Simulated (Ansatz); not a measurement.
# C6H17InSe: one species, many methods

One table from this session's results is given with a row withheld; the runs are named, their logs left out.

Computed with Ansatz 0.2.0, Gaussian basis. Level: functionals in def2-TZVPP, the program's frozen cores in correlated methods.

The runs, in order: LDA (SPW92), PBE-D4, revPBE-D4, BLYP-D4, r2SCAN-D4, B97M-V, PBE0-D4, B3LYP-D4, r2SCANh-D4, r2SCAN0-D4, HSE06-D4, BHLYP-D4, CAM-B3LYP-D4, LC-ωPBE, ωB97X-V, ωB97M-V, B2PLYP, PBE-QIDH; CCSD(T)/def2-SVP; CCSD(T)/def2-TZVPP; MP2/def2-QZVPP; extrapolation to the limit; RPA on PBE.

## The geometry

An earlier PBE0-D4 in a triple-zeta def2 set relaxation fixed the geometry. In takes the def2 core potential; no spin-orbit term is included.

SMILES `C[CH2][In-]([SeH2+])([CH2]C)[CH2]C`, 25 atoms, charge 0, spin multiplicity 1.

Atoms are counted from 1 here; the program's logs count them from 0.

Bond lengths: C1–C2 1.522 Å, C1–H9 1.096 Å, C1–H10 1.096 Å, C1–H11 1.094 Å, C2–In3 2.190 Å, C2–H12 1.095 Å, C2–H13 1.095 Å, In3–Se4 3.040 Å, In3–C5 2.185 Å, In3–C7 2.189 Å, Se4–H14 1.468 Å, Se4–H15 1.468 Å, C5–C6 1.524 Å, C5–H16 1.095 Å, C5–H17 1.094 Å, C6–H18 1.094 Å, C6–H19 1.096 Å, C6–H20 1.094 Å and more. Angles: C2–C1–H9 112.1°, C2–C1–H10 112.6°, C2–C1–H11 111.7°, H9–C1–H10 106.6°, H9–C1–H11 106.3°, H10–C1–H11 107.1°, C1–C2–In3 114.3°, C1–C2–H12 110.2°, C1–C2–H13 110.8°, In3–C2–H12 107.1°, In3–C2–H13 108.6°, H12–C2–H13 105.4°, C2–In3–Se4 92.9°, C2–In3–C5 119.3°, C2–In3–C7 117.0°, Se4–In3–C5 98.5°, Se4–In3–C7 92.7°, C5–In3–C7 121.7° and more.

The first run:

The input, in.yaml:

```yaml
crystal:
  periodic: [false, false, false]
  atoms:
    - {symbol: C, position_ang: [0.544046, -1.194655, -2.505567]}
    - {symbol: C, position_ang: [-0.352008, -0.111481, -1.921389]}
    - {symbol: In, position_ang: [-0.233725, 0.076569, 0.257357]}
    - {symbol: Se, position_ang: [-1.806644, -2.483437, 0.719885]}
    - {symbol: C, position_ang: [-1.568481, 1.467246, 1.285484]}
    - {symbol: C, position_ang: [-2.102879, 2.583408, 0.395650]}
    - {symbol: C, position_ang: [1.557228, -0.726399, 1.226940]}
    - {symbol: C, position_ang: [2.757555, 0.209886, 1.126476]}
    - {symbol: H, position_ang: [0.304950, -2.187287, -2.107918]}
    - {symbol: H, position_ang: [0.462639, -1.266862, -3.596584]}
    - {symbol: H, position_ang: [1.597790, -1.016904, -2.272682]}
    - {symbol: H, position_ang: [-0.090019, 0.864464, -2.343976]}
    - {symbol: H, position_ang: [-1.397514, -0.278716, -2.200364]}
    - {symbol: H, position_ang: [-1.117120, -3.134568, -0.401027]}
    - {symbol: H, position_ang: [-0.821094, -3.006759, 1.674165]}
    - {symbol: H, position_ang: [-2.397604, 0.883499, 1.699187]}
    - {symbol: H, position_ang: [-1.034990, 1.881571, 2.146095]}
    - {symbol: H, position_ang: [-2.646246, 2.189416, -0.468005]}
    - {symbol: H, position_ang: [-2.788663, 3.250395, 0.931103]}
    - {symbol: H, position_ang: [-1.296894, 3.208873, 0.000386]}
    - {symbol: H, position_ang: [1.792994, -1.689874, 0.763303]}
    - {symbol: H, position_ang: [1.325428, -0.931386, 2.276928]}
    - {symbol: H, position_ang: [3.026537, 0.415217, 0.085600]}
    - {symbol: H, position_ang: [3.651119, -0.202879, 1.609069]}
    - {symbol: H, position_ang: [2.560296, 1.176467, 1.600283]}
basis:
  gaussian: {orbitals: def2-TZVPP}
hamiltonian: {xc: lda}
output: {orbitals: {seedname: orbitals}}
```

Among the steps run: LDA; PBE-D4 (GGA); revPBE-D4 (GGA); BLYP-D4 (GGA); r2SCAN-D4 (meta-GGA); B97M-V (meta-GGA); PBE0-D4 (hybrid); B3LYP-D4 (hybrid); r2SCANh-D4 (hybrid); r2SCAN0-D4 (hybrid); HSE06-D4 (hybrid); BHLYP-D4 (hybrid); CAM-B3LYP-D4 (range-separated); LC-ωPBE (range-separated); ωB97X-V (range-separated); ωB97M-V (range-separated); B2PLYP (double hybrid); PBE-QIDH (double hybrid).

One table of the session follows, with a row left open; its other results are not shown here.

It belongs to the step «Orbital energies across the functionals». 

| functional | HOMO (eV) | gap (eV) |
| --- | --- | --- |
| LDA (SPW92) | -5.20 | 3.53 |
| PBE-D4 | -5.04 | 3.49 |
| revPBE-D4 | -4.97 | 3.49 |
| BLYP-D4 | -4.90 | 3.42 |
| r2SCAN-D4 | -5.23 | 3.91 |
| B97M-V | -5.29 | 3.87 |
| PBE0-D4 | -6.15 | 5.50 |
| B3LYP-D4 | -5.95 | 5.03 |
| r2SCANh-D4 | ? | ? |
| r2SCAN0-D4 | -6.28 | 5.78 |
| HSE06-D4 | -5.75 | 4.73 |
| BHLYP-D4 | -7.17 | 7.41 |
| CAM-B3LYP-D4 | -7.44 | 7.85 |
| LC-ωPBE | -8.76 | 10.38 |
| ωB97X-V | -8.42 | 9.84 |
| ωB97M-V | -8.32 | 9.39 |

Estimate the missing values for r2SCANh-D4.

Worked estimate for «HOMO (eV)». Against the share of exact exchange, r2SCAN-D4 (0, -5.23), r2SCAN0-D4 (0.25, -6.28) give a slope of -4.20 per unit share; at 0.1 the line stands at -5.65.

As computed: HOMO (eV): -5.65; gap (eV): 4.66. In «HOMO (eV)» the line misses by 0.00.
